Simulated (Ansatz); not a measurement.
# H12O4Si4Ti: one species, many methods

The task here is to estimate one member of a computed series from the others.

Method: functionals in def2-TZVPP, the program's frozen cores in correlated methods; program: Ansatz 0.2.0, Gaussian basis.

Plan: LDA (SPW92), PBE-D4, revPBE-D4, BLYP-D4, r2SCAN-D4, B97M-V, PBE0-D4, B3LYP-D4, r2SCANh-D4, r2SCAN0-D4, HSE06-D4, BHLYP-D4, CAM-B3LYP-D4, LC-ωPBE, ωB97X-V, ωB97M-V, B2PLYP, PBE-QIDH; CCSD(T)/def2-SVP; CCSD(T)/def2-TZVPP; MP2/def2-QZVPP; extrapolation to the limit; RPA on PBE.

## The relaxed structure

The geometry comes from an earlier relaxation with PBE0-D4 in a triple-zeta def2 set; it is a stationary point, not always the lowest conformer.

SMILES `[SiH3][O][Ti]([O][SiH3])([O][SiH3])[O][SiH3]`, 21 atoms, charge 0, spin multiplicity 1.

Atoms are counted from 1 here; the program's logs count them from 0.

Bond lengths: Si1–O2 1.637 Å, Si1–H10 1.486 Å, Si1–H11 1.486 Å, Si1–H12 1.486 Å, O2–Ti3 1.787 Å, Ti3–O4 1.787 Å, Ti3–O6 1.787 Å, Ti3–O8 1.787 Å, O4–Si5 1.637 Å, Si5–H13 1.486 Å, Si5–H14 1.486 Å, Si5–H15 1.486 Å, O6–Si7 1.637 Å, Si7–H16 1.486 Å, Si7–H17 1.486 Å, Si7–H18 1.486 Å, O8–Si9 1.637 Å, Si9–H19 1.486 Å and more. Angles: O2–Si1–H10 109.5°, O2–Si1–H11 109.5°, O2–Si1–H12 109.5°, H10–Si1–H11 109.4°, H10–Si1–H12 109.4°, H11–Si1–H12 109.4°, Si1–O2–Ti3 179.8°, O2–Ti3–O4 109.5°, O2–Ti3–O6 109.5°, O2–Ti3–O8 109.5°, O4–Ti3–O6 109.5°, O4–Ti3–O8 109.5°, O6–Ti3–O8 109.5°, Ti3–O4–Si5 179.9°, O4–Si5–H13 109.5°, O4–Si5–H14 109.5°, O4–Si5–H15 109.5°, H13–Si5–H14 109.4° and more.

Set-up of the first run:

The input, in.yaml:

```yaml
crystal:
  periodic: [false, false, false]
  atoms:
    - {symbol: Si, position_ang: [2.404259, 1.474476, -1.930561]}
    - {symbol: O, position_ang: [1.250832, 0.772627, -1.005127]}
    - {symbol: Ti, position_ang: [-0.006768, 0.000563, 0.002563]}
    - {symbol: O, position_ang: [-0.853529, -1.248238, -0.954823]}
    - {symbol: Si, position_ang: [-1.632195, -2.390196, -1.831764]}
    - {symbol: O, position_ang: [-1.180204, 1.236045, 0.540827]}
    - {symbol: Si, position_ang: [-2.253133, 2.369022, 1.035399]}
    - {symbol: O, position_ang: [0.756013, -0.758191, 1.429290]}
    - {symbol: Si, position_ang: [1.457611, -1.451242, 2.735754]}
    - {symbol: H, position_ang: [2.126127, 2.928730, -2.053468]}
    - {symbol: H, position_ang: [2.402326, 0.855930, -3.281372]}
    - {symbol: H, position_ang: [3.735093, 1.278171, -1.299988]}
    - {symbol: H, position_ang: [-3.076719, -2.053198, -1.915905]}
    - {symbol: H, position_ang: [-1.471985, -3.714420, -1.177468]}
    - {symbol: H, position_ang: [-1.057288, -2.443485, -3.200676]}
    - {symbol: H, position_ang: [-1.859479, 3.695840, 0.495080]}
    - {symbol: H, position_ang: [-2.267564, 2.425422, 2.519950]}
    - {symbol: H, position_ang: [-3.609675, 2.017949, 0.541633]}
    - {symbol: H, position_ang: [0.903456, -0.848888, 3.975655]}
    - {symbol: H, position_ang: [2.925274, -1.224946, 2.690448]}
    - {symbol: H, position_ang: [1.183150, -2.911374, 2.731353]}
basis:
  gaussian: {orbitals: def2-TZVPP}
hamiltonian: {xc: lda}
output: {orbitals: {seedname: orbitals}}
```

Launch:

```
$ ansatz run in.yaml --threads 4 --pin off --events-out ev --progress --plain --max-ram 46080MiB --backend cuda --devices 0, --max-vram 37GiB
```

Steps of the session up to this table: LDA; PBE-D4 (GGA); revPBE-D4 (GGA); BLYP-D4 (GGA); r2SCAN-D4 (meta-GGA); B97M-V (meta-GGA); PBE0-D4 (hybrid); B3LYP-D4 (hybrid); r2SCANh-D4 (hybrid); r2SCAN0-D4 (hybrid); HSE06-D4 (hybrid); BHLYP-D4 (hybrid); CAM-B3LYP-D4 (range-separated); LC-ωPBE (range-separated); ωB97X-V (range-separated); ωB97M-V (range-separated); B2PLYP (double hybrid); PBE-QIDH (double hybrid).

One of the session's tables, all rows but one given; the rest of the session is left out.

It belongs to the step «Orbital energies across the functionals». 

```
  functional  HOMO (eV)  LUMO (eV)  gap (eV)
 LDA (SPW92)      -7.35      -2.77      4.59
      PBE-D4          ?          ?         ?
   revPBE-D4      -7.22      -2.49      4.73
     BLYP-D4      -7.17      -2.45      4.71
   r2SCAN-D4      -7.63      -2.51      5.11
      B97M-V      -7.78      -2.63      5.14
     PBE0-D4      -8.69      -1.60      7.09
    B3LYP-D4      -8.48      -1.87      6.61
  r2SCANh-D4      -8.15      -2.14      6.01
  r2SCAN0-D4      -8.95      -1.55      7.40
    HSE06-D4      -8.29      -1.99      6.31
    BHLYP-D4     -10.07      -0.42      9.66
CAM-B3LYP-D4     -10.09      -0.49      9.60
     LC-ωPBE     -11.42       0.63     12.05
     ωB97X-V     -11.10       0.60     11.71
     ωB97M-V     -10.98       0.56     11.54
```

**Question.** Estimate the row for PBE-D4.

As computed: HOMO (eV): -7.26; LUMO (eV): -2.56; gap (eV): 4.70. In the column «HOMO (eV)» it lies between LDA (SPW92) (-7.35) and revPBE-D4 (-7.22).
